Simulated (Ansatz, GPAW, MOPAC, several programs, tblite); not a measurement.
# What each method gives for PdOTe (Janus 1T monolayer)

PdOTe as a Janus 1T monolayer, relaxed with r2SCAN in Ansatz, was computed with several methods. The sheet's in-plane cell has a = 3.583 Å, b = 3.583 Å (γ = 120.0°), and its outermost atoms lie 2.30 Å apart along the normal. Pd is surrounded by 3 O at 2.23 Å and 3 Te at 2.53 Å; O is surrounded by 3 Pd at 2.23 Å; Te is surrounded by 3 Pd at 2.53 Å. The cell comes from a prototype generator: it can be a known phase or a hypothetical one. Spin polarisation is off.

```
CELL_PARAMETERS angstrom
3.58300 0.00000 0.00000
-1.79150 3.10297 0.00000
0.00000 0.00000 29.60273
ATOMIC_POSITIONS crystal
Pd 0.00000 0.00000 0.31095
O 0.33333 0.66667 0.33939
Te 0.66667 0.33333 0.26174
```
Periodic in the plane only; c spans the vacuum.

Gaps and times are for a single point on this cell. Times are rough, from shared hosts (Arm Neoverse V1), and each method has its own mesh and cell size. PM6 (MOPAC) and PM7 (MOPAC): levels, charges or heat of formation failed a check of plausibility, so no values are given. PM6 (MOPAC), PM7 (MOPAC), GFN1-xTB (tblite), GFN2-xTB (tblite) treat a cluster of cells at its zone centre, which samples few k points: where these miss a band edge, the gap comes out too large for that reason alone. Gaps from k meshes are read at a limited set of points (mesh, symmetry points, PBE's band edges), so each method's own least gap may be somewhat smaller. xTB and the PM methods were fitted mostly to molecules, and can miss a solid's gap by electronvolts. Minimal bases can be far off for gaps. d marks a direct gap, i an indirect one (no mark: not told apart), a dash a value that wasn't computed or didn't pass its checks.

```tsv
method	kind	gap (eV)	atoms computed	processor time
PM6 (MOPAC)	semi-empirical	–	27	0.78 s
GFN1-xTB (tblite)	tight binding	0.29	27	1 s
GFN2-xTB (tblite)	tight binding	0.19	27	1.6 s
PM7 (MOPAC)	semi-empirical	–	27	4.2 s
light PBE (260 eV and a coarse mesh)	light plane-wave	overlap 0.13	3	6.1 s
PBE	semilocal	overlap 0.12	3	23 s
PBE/single zeta (GPAW)	small basis	overlap 0.07	3	24 s
r2SCAN	semilocal	overlap 0.04	3	52 s
```

With PBE and r2SCAN the bands overlap or touch, or nearly. Semilocal functionals can close a real gap, so this doesn't show a metal; small gaps of other methods may in turn close between the points read or with spin-orbit coupling, and the solid may be a semimetal.

Spin-orbit coupling is left out, which matters wherever the heavy atoms make up the band edges.
